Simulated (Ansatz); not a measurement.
# CH4AlOS radical: small, medium and large basis sets

How large a basis does CH4AlOS radical need? Two functionals are run in growing sets.

The runs use Ansatz 0.2.0, Gaussian basis; one geometry, several basis sets.

Levels to be run: PBE0-D4/def2-SVP; ωB97M-V/def2-SVP; PBE0-D4/def2-QZVPP; ωB97M-V/def2-QZVPP; the functionals' def2-TZVPP values are taken from earlier runs.

## (1) The geometry

All runs share one geometry, relaxed beforehand with PBE0-D4 in a triple-zeta def2 set.

SMILES `C[O][Al][SH]`, 8 atoms, charge 0, spin multiplicity 2.

Atoms are counted from 1 here; the program's logs count them from 0.

Bond lengths: C1–O2 1.399 Å, C1–H5 1.095 Å, C1–H6 1.097 Å, C1–H7 1.095 Å, O2–Al3 1.681 Å, Al3–S4 2.211 Å, S4–H8 1.343 Å. Angles: O2–C1–H5 110.0°, O2–C1–H6 112.4°, O2–C1–H7 110.0°, H5–C1–H6 108.1°, H5–C1–H7 108.0°, H6–C1–H7 108.1°, C1–O2–Al3 138.7°, O2–Al3–S4 117.4°, Al3–S4–H8 93.1°.

## (2) PBE0-D4 in def2-SVP

Input file in.yaml:

```yaml
crystal:
  periodic: [false, false, false]
  atoms:
    - {symbol: C, position_ang: [0.012681, 1.389883, 0.390136]}
    - {symbol: O, position_ang: [0.731437, 0.585062, -0.499891]}
    - {symbol: Al, position_ang: [0.776725, -1.019627, -0.998362]}
    - {symbol: S, position_ang: [-0.666064, -2.414810, -0.070997]}
    - {symbol: H, position_ang: [-0.477118, 2.204065, -0.153458]}
    - {symbol: H, position_ang: [-0.758239, 0.828792, 0.931872]}
    - {symbol: H, position_ang: [0.691386, 1.833407, 1.125681]}
    - {symbol: H, position_ang: [-0.218708, -3.463872, -0.780782]}
basis:
  gaussian: {orbitals: def2-SVP}
magnetization: {spin_polarized: true, initial_magnetization: 1}
hamiltonian: {xc: pbe0, dispersion: d4}
output: {orbitals: {seedname: orbitals}}
```

The run is started by

```console
$ ansatz run in.yaml --threads 4 --pin off --events-out ev --progress --plain --max-ram 10444MiB
```

After this run come: ωB97M-V in def2-SVP; PBE0-D4 in def2-QZVPP; ωB97M-V in def2-QZVPP.

Q: Predict the results of all the runs planned. Wanted: PBE0-D4: double and triple zeta above quadruple; ωB97M-V: double and triple zeta above quadruple.

As calculated:

```
                                       quantity           value
PBE0-D4: double and triple zeta above quadruple  10.59, 0.72 eV
ωB97M-V: double and triple zeta above quadruple  10.65, 0.71 eV
```

**Reading.** PBE0-D4 gains 9.87 eV from double to triple zeta, then 0.72 eV more. Total energies overstate the basis error of differences, where much of it tends to cancel.
